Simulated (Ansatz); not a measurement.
# One shape, several levels: triplet C2H5InO

We compute a comparison of 6 runs (UHF/3-21G, U-r2SCAN0/def2-SVP, UBLYP/def2-SVP, USVWN5/def2-SVP, RPA@PBE0/def2-SVP, UMP2/def2-SVP) of triplet C2H5InO. 

The results are computed with Ansatz 0.2.0.

62 further runs of the same task are left out: 62 set aside as unsound or not needed.

## Step 1: The structure to begin with

The species is C2H5InO (9 atoms), meant as a triplet with charge 0. As SMILES of the parent species, `C[C](=O)[InH2]`. The coordinates come from a PBE0-D4/def2-TZVP relaxation. That shape belongs to the parent species and isn't relaxed for this state.

Bond lengths: C1–C2 1.499 Å, C2–O3 1.209 Å, C2–In4 2.211 Å, C1–H5 1.093 Å, C1–H6 1.095 Å, C1–H7 1.095 Å, In4–H8 1.725 Å, In4–H9 1.725 Å. Some angles: C1–C2–O3 122.1°, C1–C2–In4 127.4°, O3–C2–In4 110.5°, C2–C1–H5 111.2°, C2–C1–H6 109.2°, C2–C1–H7 109.1°, C2–In4–H8 118.8°, C2–In4–H9 118.8°, H5–C1–H6 110.2°, H5–C1–H7 110.2°.

## Step 2: The energy at UHF/3-21G (run 1)

File input.yaml:

```yaml
crystal:
  periodic: [false, false, false]
  atoms:
    - {symbol: C, position_ang: [0.344400, 1.188000, -0.839100]}
    - {symbol: C, position_ang: [0.607000, -0.087100, -0.096200]}
    - {symbol: O, position_ang: [1.705800, -0.590300, -0.051600]}
    - {symbol: In, position_ang: [-0.847800, -1.304800, 1.038800]}
    - {symbol: H, position_ang: [1.255300, 1.565500, -1.309800]}
    - {symbol: H, position_ang: [-0.427200, 1.011100, -1.595100]}
    - {symbol: H, position_ang: [-0.058700, 1.931600, -0.144300]}
    - {symbol: H, position_ang: [-1.599800, -2.644700, 0.254600]}
    - {symbol: H, position_ang: [-0.978900, -1.069400, 2.742600]}
basis:
  gaussian:
    orbitals: 3-21G-spherical.json
magnetization:
  spin_polarized: true
  initial_magnetization: 2
hamiltonian:
  xc: hf
accuracy: high
output: {orbitals: {seedname: orbitals}}
```

The basis set 3-21G is read from a file made from the Basis Set Exchange's data (not shown).

Run with:

```
$ ansatz run input.yaml --threads 1 --pin off --max-ram 3480MiB --events-out events.jsonl --progress --plain --runs-dir runs
```

Log:

```text
Warning: RAYON_NUM_THREADS=1 ignored (pool sized by the plan → 1); use --threads N
Functional definition: HF
  name "HF"
  exchange = exact_x
  correlation = 0
1502 factors; integrals over basis functions are off by at most 1.2e-8 eV
mean field evaluation 1: about -159652.5938 eV, gradient 2.0e1 eV
mean field evaluation 2: about -159652.9503 eV, gradient 2.1e1 eV
mean field evaluation 4: about -159655.6713 eV, gradient 3.2e0 eV
mean field evaluation 8: about -159656.0642 eV, gradient 6.1e-1 eV
mean field evaluation 16: about -159656.0824 eV, gradient 9.7e-6 eV
mean field evaluation 32: about -159655.3987 eV, gradient 2.5e-8 eV
mean field -159656.08238089 eV, -5867.2528087183 hartree, gradient 3.0e-8 eV, S^2 2.020414; 2 other end points of the search recorded, 0 dependent functions left out
reference -159656.08238089 eV, -5867.2528087183 hartree; 38, 36 occupied and 30, 32 virtual orbitals, 1502 factors
Total energy: -159656.08238089 eV, -5867.2528087183 hartree
```

Run time: 5.4 s. Hardware: 1 thread of Arm Neoverse V2, shared host; peak memory 0.27 GiB.

## Step 3: The energy at U-r2SCAN0/def2-SVP (core potential) (run 2)

File molecule.yaml:

```yaml
basis:
  gaussian: {orbitals: def2-SVP}
crystal:
  periodic: [false, false, false]
  atoms:
    - symbol: C
      position_ang: [0.344400, 1.188000, -0.839100]
    - symbol: C
      position_ang: [0.607000, -0.087100, -0.096200]
    - symbol: O
      position_ang: [1.705800, -0.590300, -0.051600]
    - symbol: In
      position_ang: [-0.847800, -1.304800, 1.038800]
    - symbol: H
      position_ang: [1.255300, 1.565500, -1.309800]
    - symbol: H
      position_ang: [-0.427200, 1.011100, -1.595100]
    - symbol: H
      position_ang: [-0.058700, 1.931600, -0.144300]
    - symbol: H
      position_ang: [-1.599800, -2.644700, 0.254600]
    - symbol: H
      position_ang: [-0.978900, -1.069400, 2.742600]
magnetization: {spin_polarized: true, initial_magnetization: 2}
accuracy: high
hamiltonian: {xc: {name: r2SCAN0}}
output: {orbitals: {seedname: orbitals}}
```

Run with:

```
$ ansatz run molecule.yaml --threads 1 --pin off --max-ram 3480MiB --events-out events.jsonl --progress --plain --runs-dir runs
```

Log:

```text
Warning: RAYON_NUM_THREADS=1 ignored (pool sized by the plan → 1); use --threads N
Functional definition: r2SCAN0
  name "r2SCAN0"
  parameter a = 0.25
  parameter k0 = 0.174
  parameter k1 = 0.065
  parameter a1 = 4.9479
  exchange = (1 - a)*r2scan_x(k0 = k0, k1 = k1, a1 = a1) + a*exact_x
  correlation = r2scan_c
2299 factors; integrals over basis functions are off by at most 8.2e-9 eV
mean field evaluation 1: about -9361.5317 eV, gradient 3.2e1 eV
mean field evaluation 2: about -9346.7837 eV, gradient 6.2e1 eV
mean field evaluation 4: about -9366.6983 eV, gradient 4.8e0 eV
mean field evaluation 8: about -9367.0226 eV, gradient 1.1e0 eV
mean field evaluation 16: about -9367.0323 eV, gradient 1.6e-3 eV
mean field evaluation 32: about -9367.0323 eV, gradient 7.3e-6 eV
mean field -9367.03234804 eV, -344.2320895878 hartree, gradient 6.1e-8 eV, S^2 2.014422; 3 other end points of the search recorded, 0 dependent functions left out
reference -9367.03235182 eV, -344.2320897269 hartree; 24, 22 occupied and 69, 71 virtual orbitals, 2299 factors
Total energy: -9367.03235182 eV, -344.2320897269 hartree
```

Run time: 74 s. Hardware: 1 thread of Arm Neoverse V2, shared host; peak memory 0.67 GiB.

Runs 3 to 5 aren't shown in full; the table further down has their settings and results.

## Step 4: A single-point energy at UMP2/def2-SVP (core potential) (run 6)

File run.yaml:

```yaml
crystal:
  periodic: [false, false, false]
  atoms:
    - {symbol: C, position_ang: [0.344400, 1.188000, -0.839100]}
    - {symbol: C, position_ang: [0.607000, -0.087100, -0.096200]}
    - {symbol: O, position_ang: [1.705800, -0.590300, -0.051600]}
    - {symbol: In, position_ang: [-0.847800, -1.304800, 1.038800]}
    - {symbol: H, position_ang: [1.255300, 1.565500, -1.309800]}
    - {symbol: H, position_ang: [-0.427200, 1.011100, -1.595100]}
    - {symbol: H, position_ang: [-0.058700, 1.931600, -0.144300]}
    - {symbol: H, position_ang: [-1.599800, -2.644700, 0.254600]}
    - {symbol: H, position_ang: [-0.978900, -1.069400, 2.742600]}
basis:
  gaussian:
    orbitals: def2-SVP
magnetization:
  spin_polarized: true
  initial_magnetization: 2
correlation:
  method: mp2
  frozen_orbitals: {C: 1, H: 0, In: 4, O: 1}
accuracy: high
```

Run with:

```
$ ansatz run run.yaml --threads 1 --pin off --max-ram 3480MiB --events-out events.jsonl --progress --plain --runs-dir runs
```

Log:

```text
Warning: RAYON_NUM_THREADS=1 ignored (pool sized by the plan → 1); use --threads N
Functional definition: HF
  name "HF"
  exchange = exact_x
  correlation = 0
2299 factors; integrals over basis functions are off by at most 8.2e-9 eV
mean field evaluation 1: about -9314.8595 eV, gradient 2.4e1 eV
mean field evaluation 2: about -9314.8730 eV, gradient 2.4e1 eV
mean field evaluation 4: about -9318.3478 eV, gradient 3.5e0 eV
mean field evaluation 8: about -9318.7693 eV, gradient 3.6e-1 eV
mean field evaluation 16: about -9318.7744 eV, gradient 3.0e-8 eV
mean field -9318.77435647 eV, -342.4586411081 hartree, gradient 3.0e-8 eV, S^2 2.029789; 3 other end points of the search recorded, 0 dependent functions left out
7 core orbitals not correlated: weight in the atoms' cores, before any rotation towards them, 1.000 or more for the frozen orbitals, at most 0.000 for the correlated occupied ones
reference -9318.77435647 eV, -342.4586411081 hartree; 17, 15 occupied and 69, 71 virtual orbitals, 2299 factors
second order -13.68593723 eV of doubles, -0.00000000 eV of singles
Total energy: -9332.46029370 eV, -342.9615900246 hartree
```

It took 9 s on 1 thread of Arm Neoverse V2, shared host; peak memory 0.37 GiB.

## Step 5: Overview of the runs

```csv
run,level,core potential,frozen core orbitals,energy (Eh),HOMO energy (eV),⟨S²⟩,wall time
1,UHF/3-21G,none,–,-5867.252809,-6.71,2.020,5.4 s
2,U-r2SCAN0/def2-SVP (core potential),def2-SVP,–,-344.232090,-3.49,2.014,74 s
3,UBLYP/def2-SVP (core potential),def2-SVP,–,-344.208474,-2.57,2.003,24 s
4,USVWN5/def2-SVP (core potential),def2-SVP,–,-342.714970,-2.88,2.002,13 s
5,RPA@PBE0/def2-SVP (core potential),def2-SVP,7,-343.220759,–,2.007,67 s
6,UMP2/def2-SVP (core potential),def2-SVP,7,-342.961590,–,2.030,9 s
```

## Step 6: What came out

| quantity | value |
| --- | --- |
| run 6: total energy | -342.96159 Eh |
| run 6: correlation energy (7 core orbitals frozen) | -502.9 mEh |
| run 6: ⟨S²⟩ of the reference determinant | 2.030 |

**Reading.** Totals of different functionals can't be ranked against each other. Some runs of one species differ in core potentials or relativity; totals across that change don't compare. In run 1 relativity is left out where basis or elements ask for it. All runs together took 3.2 min, the longest 74 s.
